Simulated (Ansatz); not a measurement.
**C₃H₄BCl: how energies converge with the basis set**

How large a basis does C₃H₄BCl need? Two functionals are run in growing sets.

Program: Ansatz 0.2.0, Gaussian basis. Level of theory: one geometry, several basis sets. These are calculated values, not measurements.

Plan: PBE0-D4/def2-SVP; ωB97M-V/def2-SVP; PBE0-D4/def2-QZVPP; ωB97M-V/def2-QZVPP; the functionals' def2-TZVPP values are taken from earlier runs.

### 1 The geometry

The geometry comes from an earlier relaxation with PBE0-D4 in a triple-zeta def2 set; it is a stationary point, not always the lowest conformer.

SMILES `ClC1=CCB1`, 9 atoms, charge 0, spin multiplicity 1.

Atoms are counted from 1 here; the program's logs count them from 0.

Bond lengths: Cl1–C2 1.692 Å, C2–C3 1.361 Å, C2–B5 1.503 Å, C3–C4 1.501 Å, C3–H6 1.089 Å, C4–B5 1.592 Å, C4–H7 1.090 Å, C4–H8 1.087 Å, B5–H9 1.191 Å. Angles: Cl1–C2–C3 130.2°, Cl1–C2–B5 142.3°, C3–C2–B5 80.2°, C2–C3–C4 102.3°, C2–C3–H6 128.6°, C4–C3–H6 127.8°, C3–C4–B5 73.3°, C3–C4–H7 117.0°, C3–C4–H8 113.5°, B5–C4–H7 119.6°, B5–C4–H8 116.8°, H7–C4–H8 111.6°, C2–B5–C4 92.1°, C2–B5–H9 130.7°, C4–B5–H9 131.7°.

### 2 PBE0-D4 in def2-SVP

Input file in.yaml:

```yaml
crystal:
  periodic: [false, false, false]
  atoms:
    - {symbol: Cl, position_ang: [1.189921, 2.520996, 0.492164]}
    - {symbol: C, position_ang: [0.344389, 1.108922, 0.099438]}
    - {symbol: C, position_ang: [0.805891, -0.123559, -0.246539]}
    - {symbol: C, position_ang: [-0.464065, -0.871592, -0.529004]}
    - {symbol: B, position_ang: [-0.830038, 0.269383, 0.519143]}
    - {symbol: H, position_ang: [1.809069, -0.531747, -0.129032]}
    - {symbol: H, position_ang: [-0.501299, -1.916871, -0.222333]}
    - {symbol: H, position_ang: [-0.828494, -0.740074, -1.544600]}
    - {symbol: H, position_ang: [-1.436875, 0.238142, 1.543563]}
basis:
  gaussian: {orbitals: def2-SVP}
hamiltonian: {xc: pbe0, dispersion: d4}
output: {orbitals: {seedname: orbitals}}
```

On the command line:

```
ansatz run in.yaml --threads 2 --pin off --events-out ev --progress --plain --max-ram 4352MiB
```

After this run come: ωB97M-V in def2-SVP; PBE0-D4 in def2-QZVPP; ωB97M-V in def2-QZVPP.

Q: Predict the results of all the runs planned. Wanted: PBE0-D4: double and triple zeta above quadruple; ωB97M-V: double and triple zeta above quadruple.

The runs gave:

| quantity | value |
| --- | --- |
| PBE0-D4: double and triple zeta above quadruple | 9.04, 0.58 eV |
| ωB97M-V: double and triple zeta above quadruple | 9.15, 0.54 eV |

In words: For PBE0-D4 the step from double to triple zeta gains 8.46 eV and the next only 0.58 eV. Total energies overstate the basis error of differences, where much of it tends to cancel.
